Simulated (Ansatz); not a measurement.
# NaLaMnMoO6 (I-4) in Ansatz: further runs, part 2 of 2

Ansatz 0.2.0.

### 3 Single point, r2SCAN0, collinear spin, ferromagnetic start

Contents of input.yaml:

```yaml
crystal:
  lattice:
    - [-2.72294, 2.72294, 3.89889]
    - [2.72294, -2.72294, 3.89889]
    - [2.72294, 2.72294, -3.89889]
  atoms:
    - { symbol: Na, position: [0.25, 0.75, 0.5] }
    - { symbol: La, position: [0.75, 0.25, 0.5] }
    - { symbol: Mn, position: [0.5, 0.5, 0.0], spin: 4.0 }
    - { symbol: Mo, position: [0.0, 0.0, 0.0], spin: 1.0 }
    - { symbol: O, position: [0.20766, 0.29607, 0.50371] }
    - { symbol: O, position: [0.29605, 0.79234, 0.08841] }
    - { symbol: O, position: [0.79236, 0.70395, 0.49629] }
    - { symbol: O, position: [0.70393, 0.20764, 0.91159] }
    - { symbol: O, position: [0.25194, 0.25194, 0.0] }
    - { symbol: O, position: [0.74806, 0.74806, 0.0] }
hamiltonian:
  xc: r2scan0
  pseudopotentials: { kind: paw }
magnetization:
  spin_polarized: true
kpoints:
  mp_grid: { grid: [3, 3, 3] }
scf:
  occupations: { method: fermi_dirac, width: 0.05 }
output:
  forces: true
  stress: true
  eigenvalues: true
```

Potentials or basis: Ansatz PAW.

Run with:

```console
ansatz run input.yaml --threads 8 --pin off --max-ram 20480MiB --backend cpu --events-out ev --progress --plain --runs-dir out
```

Run time: 77 s. Hardware: 8 threads of Arm Neoverse V2, shared host; peak memory 2.2 GiB.

The run converged. Its results:

| Quantity | Value |
| --- | --- |
| Free energy | -20039.0712 eV |
| Pressure | -5.7 GPa |
| Largest force | 0.716 eV/Å |
| Band gap on the k mesh | none (metal or under the smearing width) |
| Net moment | 1.67 μB per cell |
| Absolute moment | 5.09 μB per cell |
| Site moments | Na -0.00; La -0.01; Mn +2.84; Mo -0.81; O -0.01 μB |

Forces in eV/Å, atoms in the order of the input:
```
Na   0.000  0.000  0.000
La   0.000  0.000  0.000
Mn   0.000  0.000  0.000
Mo   0.000  0.000  0.000
O    0.406  0.588 -0.037
O   -0.588  0.406  0.037
O   -0.406 -0.588 -0.037
O    0.588 -0.406  0.037
O    0.000  0.000  0.522
O    0.000  0.000 -0.522
```

Stress tensor (GPa, compression positive):
```
-6.11  0.00  0.00
 0.00 -6.11  0.00
 0.00  0.00 -4.85
```

Levels at points of the mesh, in eV from the Fermi level:
Spin up:
```
           k point  band 40  band 41  band 42  band 43  band 44  band 45  band 46  band 47
(0.00, 0.00, 0.00)    -4.26    -4.22    -3.99    -3.99    -1.14    -1.10     2.54     2.54
```
Spin down:
```csv
k point,band 38,band 39,band 40,band 41,band 42,band 43,band 44,band 45
"(0.00, 0.00, 0.00)",-4.36,-3.92,-3.92,-1.67,-1.60,-1.60,2.37,2.71
```

Caveat: the k mesh is coarse (spacing up to 0.54 Å⁻¹), so the values aren't converged, least of all with exact exchange; the magnetic or orbital state may not be the lowest; a cell with one magnetic atom can't hold antiferromagnetic order, which such compounds often take; the PAW data sets come from PBE, with cores solved anew for the run's functional, which leaves a small shift of forces and pressure; the starting moments weren't kept; the thresholds are loose for stress.

### 4 Relaxation of cell and atoms, PBE+D3(BJ), collinear spin, ferromagnetic start

input.yaml: that of step 3 with these lines changed.

```diff
@@ -17,4 +17,5 @@
 hamiltonian:
-  xc: r2scan0
+  xc: pbe
   pseudopotentials: { kind: paw }
+  dispersion: d3bj
 magnetization:
@@ -22,3 +23,3 @@
 kpoints:
-  mp_grid: { grid: [3, 3, 3] }
+  mp_grid: { grid: [5, 5, 5] }
 scf:
@@ -29 +30,9 @@
   eigenvalues: true
+  write_density: true
+  write_potential: true
+  elf: true
+  volumetric_format: npy
+relax:
+  f_tol: 0.01
+  max_steps: 40
+  cell: { stress_tol: 0.05 }
```

Run with:

```console
ansatz run input.yaml --threads 8 --pin off --max-ram 20480MiB --backend cpu --events-out ev --progress --plain --runs-dir out
```

Run time: 63 s. Hardware: 8 threads of Arm Neoverse V2, shared host; peak memory 0.8 GiB.

Results (log left out):

| Item | Value |
| --- | --- |
| Free energy | -20006.0178 eV |
| Relaxed volume | 11.33 Å³/atom |
| Relaxed cell | a = 5.439 Å, b = 5.439 Å, c = 5.439 Å, α = 120.28°, β = 120.28°, γ = 89.52° |
| Space group after relaxing (to 0.05 Å) | I-4 (No. 82) |
| Energy gained by relaxing | 2.4 meV/atom |
| Ionic steps | 10 |
| Pressure after relaxing | 0.0 GPa |
| Band gap on the k mesh | none (metal or under the smearing width) |
| Net moment | 1.80 μB per cell |
| Absolute moment | 3.32 μB per cell |
| Site moments | Na +0.00; La -0.01; Mn +2.07; Mo -0.37; O +0.02, +0.01 μB |

The path:
| step | energy change (eV) | largest force (eV/Å) | volume (Å³) |
| --- | --- | --- | --- |
| 1 | 0.0000 | 0.1171 | 115.63 |
| 2 | -0.0249 | 0.1446 | 113.94 |
| 3 | -0.0290 | 0.1226 | 113.61 |
| 4 | -0.0321 | 0.0947 | 113.10 |
| 5 | -0.0317 | 0.0080 | 113.42 |
| 6 | -0.0319 | 0.0041 | 113.39 |
| 7 | -0.0319 | 0.0012 | 113.39 |
| 8 | -0.0240 | 0.0012 | 113.39 |
| 9 | -0.0244 | 0.0020 | 113.30 |
| 10 | -0.0240 | 0.0020 | 113.30 |

Final structure:
```
Na La Mn Mo O
1.0
    -2.70822    2.70822    3.86199
     2.70822   -2.70822    3.86199
     2.70822    2.70822   -3.86199
Na La Mn Mo O
1 1 1 1 6
Cartesian
  2.7082 0.0000 1.9310
  0.0000 2.7082 1.9310
  0.0000 0.0000 3.8620
  0.0000 0.0000 0.0000
  1.6158 1.1144 0.0097
  1.5938 -1.0924 3.8522
  1.0924 1.5938 3.8717
  1.1144 3.8006 -0.0097
  0.0000 0.0000 1.9558
  0.0000 0.0000 5.7682
```

Levels at points of the mesh, in eV from the Fermi level:
Spin up:
```csv
k point,band 41,band 42,band 43,band 44,band 45,band 46
"(0.00, 0.00, 0.00)",-2.69,-2.39,-2.39,-0.68,-0.16,0.83
```
Spin down:
```csv
k point,band 37,band 38,band 39,band 40,band 41,band 42,band 43,band 44,band 45,band 46
"(0.00, 0.00, 0.00)",-3.11,-3.11,-2.77,-2.77,-1.27,-1.27,-1.22,0.67,0.97,1.35
```

Caveat: the plane-wave basis is chosen anew once the cell has moved, so the energies of steps on either side of that aren't comparable; the pressure holds a Pulay correction of +0.6 GPa for the finite cutoff; a cell with one magnetic atom can't hold antiferromagnetic order, which such compounds often take; semilocal functionals often make such compounds metallic where correlation or magnetic order opens a gap, which also shifts bond lengths; pairwise dispersion overbinds metals, which lowers pressure and volume; the starting moments weren't kept. The run has no spin-orbit coupling, so splittings on La are missing.

### 5 The reference run

An earlier run on the cell as given: functional PBE; potentials or basis Ansatz PAW; cutoff 420 eV (not typed: the program's choice for these potentials); k mesh 7 × 7 × 7; occupations fermi-dirac, width 0.05 eV; collinear spin, ferromagnetic start; starting moments [0.0, 0.0, 4.0, 1.0, 0.0, 0.0, 0.0, 0.0, 0.0, 0.0] μB.

* Pressure: 0.3 GPa
* Largest force: 0.083 eV/Å
* Band gap on the k mesh: none (metal or under the smearing width)
* Net moment: 1.96 μB per cell
* Absolute moment: 3.52 μB per cell
* Site moments: Na +0.00; La -0.01; Mn +2.24; Mo -0.37; O +0.01 μB

### 6 Summary

| task | level | cell | k mesh | cutoff (eV) | mesh quality | gap on the mesh (eV) | pressure (GPa) | moment (μB) | relaxed volume (Å³/atom) | largest force (eV/Å) |
| --- | --- | --- | --- | --- | --- | --- | --- | --- | --- | --- |
| relaxation of cell and atoms | r2SCAN | relaxed | 5 × 5 × 5 | 500 | not flagged | none | 0.0 | 3.69 | 11.80 | 0.01 |
| single point | r2SCAN0 | as given | 3 × 3 × 3 | 500 | coarse | none | -5.7 | 1.67 | - | 0.72 |
| relaxation of cell and atoms | PBE+D3(BJ) | relaxed | 5 × 5 × 5 | 420 | not flagged | none | 0.0 | 1.80 | 11.33 | - |
| single point | PBE | as given | 7 × 7 × 7 | 420 | not flagged | none | 0.3 | 1.96 | - | 0.08 |

Alike in all rows: potentials or basis Ansatz PAW; spin collinear, ferromagnetic start; smearing fermi-dirac 0.05 eV.

Caveats: some runs use coarse meshes; a cell with one magnetic atom can't hold antiferromagnetic order, which such compounds often take; the starting moments weren't kept; semilocal functionals often make such compounds metallic where correlation or magnetic order opens a gap, which also shifts bond lengths (some runs); the magnetic or orbital state may not be the lowest (some runs); the plane-wave basis is chosen anew once the cell has moved, so the energies of steps on either side of that aren't comparable (some runs); the PAW data sets come from PBE, with cores solved anew for the run's functional, which leaves a small shift of forces and pressure (some runs); the thresholds are loose for stress (some runs).

Total energies depend on the potentials used, so only differences within one code and one set of settings carry meaning.
